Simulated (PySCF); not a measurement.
# TiSi: bond curves at several levels of theory

What are the lowest state that PBE0 finds, the bond length, vibrational wavenumber and bond energy of TiSi, and how much do these hang on the method?

Computed with PySCF 2.14.0. Level: Ti def2-TZVPPD, Si def2-TZVPPD, no relativity.

## Step 1: Input

The job is set up so:

```json
{
 "atoms": "Ti, Si",
 "charge": "0",
 "basis": "Ti def2-TZVPPD, Si def2-TZVPPD",
 "Hamiltonian": "no relativity",
 "basis functions": "115",
 "electrons treated": "36",
 "masses in u": "47.9479, 27.9769",
 "levels": "PBE0, PBE, r²SCAN, M06-2X, TPSS, PW91, revPBE, LDA, ωB97X-V, HF, MP2, SCS-MP2",
 "grid": "80 radial by 434 angular points",
 "occupations": "held fixed by the projection of orbital angular momentum",
 "dissociation limit": "Ti + Si, each in its ground configuration",
 "starting distance in angstrom": "2.380",
 "values of 2S to try": "0, 2, 4, 6"
}
```

The run is started by

```
OMP_NUM_THREADS=2 python dia.py task.json out
```

The runs that follow: The PBE0 curve of the state that the search chose; Higher solutions at PBE0; PBE (GGA); r²SCAN (meta-GGA); M06-2X; TPSS; PW91; revPBE (GGA); LDA; ωB97X-V; ROHF.

**Question.** What will these runs give? Wanted: for each run, Re; ωe; De; μ.

**Answer**, as computed:

Lowest PBE0 solution found, without spin–orbit coupling: ⁵Δ (quintet), unpaired electrons σ ↑, π ↑↑, δ ↑. State 2 has its PBE0 minimum 0.21 eV higher, as a spin-mixed determinant (⟨S²⟩ = 2.27), so this is no gap between pure states. State 3 has its PBE0 minimum 0.24 eV higher, as a spin-mixed determinant (⟨S²⟩ = 2.10), so this is no gap between pure states. State 4 has its PBE0 minimum 0.28 eV higher, as a spin-mixed determinant (⟨S²⟩ = 2.84), so this is no gap between pure states. The other levels ran on the lowest alone.

| level | Re (Å) | ωe (cm⁻¹) | De (eV) | μ (D) |
| --- | --- | --- | --- | --- |
| ROHF | 2.666 | 219.7 | 0.50 | -4.91 |
| ROHF-MP2 | 2.420 | 348 | 1.76 | n/a |
| ROHF-SCS-MP2 | 2.483 | 319 | 1.42 | n/a |
| LDA | 2.399 | 383 | 3.70 | -2.77 |
| PBE | 2.437 | 367 | 3.11 | -3.16 |
| revPBE | 2.448 | 362 | 2.97 | -3.31 |
| PW91 | 2.434 | 368 | 3.15 | -3.18 |
| TPSS | 2.441 | 368 | 2.94 | -3.75 |
| r²SCAN | 2.425 | 374 | 2.90 | -3.87 |
| PBE0 | 2.422 | 375 | 2.39 | -4.09 |
| M06-2X | 2.443 | 329 | 1.96 | -2.75 |
| ωB97X-V | 2.406 | 390 | 1.88 | -4.81 |

De is counted to Ti + Si in their ground configurations. A positive dipole means Ti(−)Si(+).

The methods spread over 0.267 Å in bond length, from LDA to ROHF. Of the levels with a De here, ROHF gives the least (0.50 eV) and LDA the most (3.70 eV).

Correlated steps freeze 10 core orbitals. The state is the lowest single determinant that the PBE0 search found; with open d or f shells the true ground state can be another one.
